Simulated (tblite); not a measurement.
# C3H11Cl2FSi3: the cost of one run

Computed with tblite 0.8.0 and PySCF 2.14.0, with density-fitted response routines of our own, on a single molecule in the gas phase. Atoms count from 0, in the outputs and in this text.

### Step 1. The starting structure

20 atoms, charge 0, multiplicity 1; geometry from: force field or distance geometry start.

Bonds of the start (Å): C0–C1 1.53, C1–F2 1.37, C1–Si3 1.87, Si3–Si4 2.23, Si4–Si5 2.25, Si4–C6 1.87, C6–Cl7 1.77, C6–Cl8 1.79, C0–H9 1.13, C0–H10 1.11, C0–H11 1.09, C1–H12 1.12, Si3–H13 1.46, Si3–H14 1.48, Si4–H15 1.48, Si5–H16 1.45, Si5–H17 1.45, Si5–H18 1.48, C6–H19 1.11.

### Step 2. Optimising the geometry with GFN2-xTB

The job: settings as JSON, then the geometry in Å.

```
{"job": {"kind": "relax", "xc": "GFN2-xTB", "basis": "xTB"}, "charge": 0, "multiplicity": 1}
C      3.258400    -0.284400     0.427600
C      2.160500     0.717700     0.086200
F      2.614100     1.743800    -0.696800
Si     0.732000    -0.117100    -0.792100
Si    -1.141000     0.318100     0.327700
Si    -2.813100     0.979400    -1.030300
C     -1.737400    -1.306500     1.037500
Cl    -3.063200    -0.897200     2.133700
Cl    -2.434900    -2.180800    -0.356000
H      2.901900    -0.860300     1.327500
H      3.366300    -0.975600    -0.432600
H      4.173000     0.273800     0.623700
H      1.766200     1.140200     1.051200
H      0.683100     0.246300    -2.202000
H      1.012200    -1.567400    -0.684900
H     -0.885800     1.303500     1.400900
H     -3.143600    -0.076000    -1.966000
H     -2.552800     2.268400    -1.641700
H     -3.984900     1.150300    -0.140900
H     -0.916200    -1.865600     1.524100
```

On the command line:

```
$ OMP_NUM_THREADS=1 python probes_run.py task.json out
```

The driver reads the jobs from task.json and runs them one after another.

**Question.** How long does this first job take on 1 thread of Arm Neoverse N1, shared host, and how much memory does it need?

About 5.6 s, with a peak of 0.18 GiB.
